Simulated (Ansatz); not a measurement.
# CH₄AlNO: taking an electron away

The task here is to estimate one member of a computed series from the others.

Method: unrestricted cation, the program's frozen cores in correlated methods; program: Ansatz 0.2.0, Gaussian basis.

Plan: UKS PBE-D4/def2-TZVPP; UKS r2SCAN-D4/def2-TZVPP; UKS PBE0-D4/def2-TZVPP; UKS B3LYP-D4/def2-TZVPP; UKS wB97X-V/def2-TZVPP; UKS wB97M-V/def2-TZVPP; UKS B2PLYP/def2-TZVPP; UHF-CCSD(T)/def2-TZVPP; UHF-MP2/def2-QZVPP; extrapolation to the limit; then −ε(HOMO) from the neutral's earlier runs with LDA (SPW92), PBE-D4, revPBE-D4, BLYP-D4, r2SCAN-D4, B97M-V, PBE0-D4, B3LYP-D4, r2SCANh-D4, r2SCAN0-D4, HSE06-D4, BHLYP-D4, CAM-B3LYP-D4, LC-ωPBE, ωB97X-V, ωB97M-V.

### Structure used throughout

An earlier PBE0-D4 in a triple-zeta def2 set relaxation fixed the geometry.

SMILES `C1[NH][AlH][O]1`, 8 atoms, charge 0, spin multiplicity 1.

Atoms are counted from 1 here; the program's logs count them from 0.

Bond lengths: C1–N2 1.466 Å, C1–O4 1.423 Å, C1–H5 1.099 Å, C1–H6 1.099 Å, N2–Al3 1.758 Å, N2–H7 1.002 Å, Al3–O4 1.733 Å, Al3–H8 1.569 Å. Angles: N2–C1–O4 102.5°, N2–C1–H5 112.7°, N2–C1–H6 112.7°, O4–C1–H5 109.9°, O4–C1–H6 109.9°, H5–C1–H6 109.0°, C1–N2–Al3 87.4°, C1–N2–H7 120.2°, Al3–N2–H7 152.4°, N2–Al3–O4 80.4°, N2–Al3–H8 143.4°, O4–Al3–H8 136.2°, C1–O4–Al3 89.8°.

Set-up of the first run:

Contents of in.yaml:

```yaml
crystal:
  periodic: [false, false, false]
  atoms:
    - {symbol: C, position_ang: [-0.253969, 0.761980, -0.439952]}
    - {symbol: N, position_ang: [0.576944, 0.253104, 0.654729]}
    - {symbol: Al, position_ang: [0.036111, -1.359538, 0.209129]}
    - {symbol: O, position_ang: [-0.820466, -0.429100, -0.975042]}
    - {symbol: H, position_ang: [0.332351, 1.276854, -1.213471]}
    - {symbol: H, position_ang: [-1.052465, 1.431036, -0.090695]}
    - {symbol: H, position_ang: [1.107674, 0.887025, 1.221459]}
    - {symbol: H, position_ang: [0.166020, -2.878562, 0.578043]}
basis:
  gaussian: {orbitals: def2-TZVPP}
total_charge: 1
magnetization: {spin_polarized: true, initial_magnetization: 1}
hamiltonian: {xc: pbe, dispersion: d4}
```

Among the steps run: Cation, UKS PBE-D4/def2-TZVPP; Cation, UKS r2SCAN-D4/def2-TZVPP; Cation, UKS PBE0-D4/def2-TZVPP; Cation, UKS B3LYP-D4/def2-TZVPP; Cation, UKS wB97X-V/def2-TZVPP; Cation, UKS wB97M-V/def2-TZVPP; Cation, UKS B2PLYP (frozen core)/def2-TZVPP; Cation, UHF-CCSD(T)/def2-TZVPP; Cation, UHF-MP2/def2-QZVPP.

One of the session's tables, all rows but one given; the rest of the session is left out.

For comparison, −ε(HOMO) of the neutral from earlier runs:

| functional | −ε(HOMO) (eV) |
| --- | --- |
| LDA (SPW92) | 5.67 |
| PBE-D4 | 5.52 |
| revPBE-D4 | 5.45 |
| BLYP-D4 | 5.40 |
| r2SCAN-D4 | 5.75 |
| B97M-V | 5.82 |
| PBE0-D4 | 6.82 |
| B3LYP-D4 | 6.60 |
| r2SCANh-D4 | 6.24 |
| r2SCAN0-D4 | 6.98 |
| HSE06-D4 | 6.41 |
| BHLYP-D4 | 8.07 |
| CAM-B3LYP-D4 | 8.24 |
| LC-ωPBE | ? |
| ωB97X-V | 9.25 |
| ωB97M-V | 9.16 |

**Question.** Estimate the row for LC-ωPBE.

As computed: −ε(HOMO) (eV): 9.62. In the column «−ε(HOMO) (eV)» it is the highest.

Caveats from the session: The cation may have settled in a state other than its lowest; no search over hole states beyond the program's own was made.
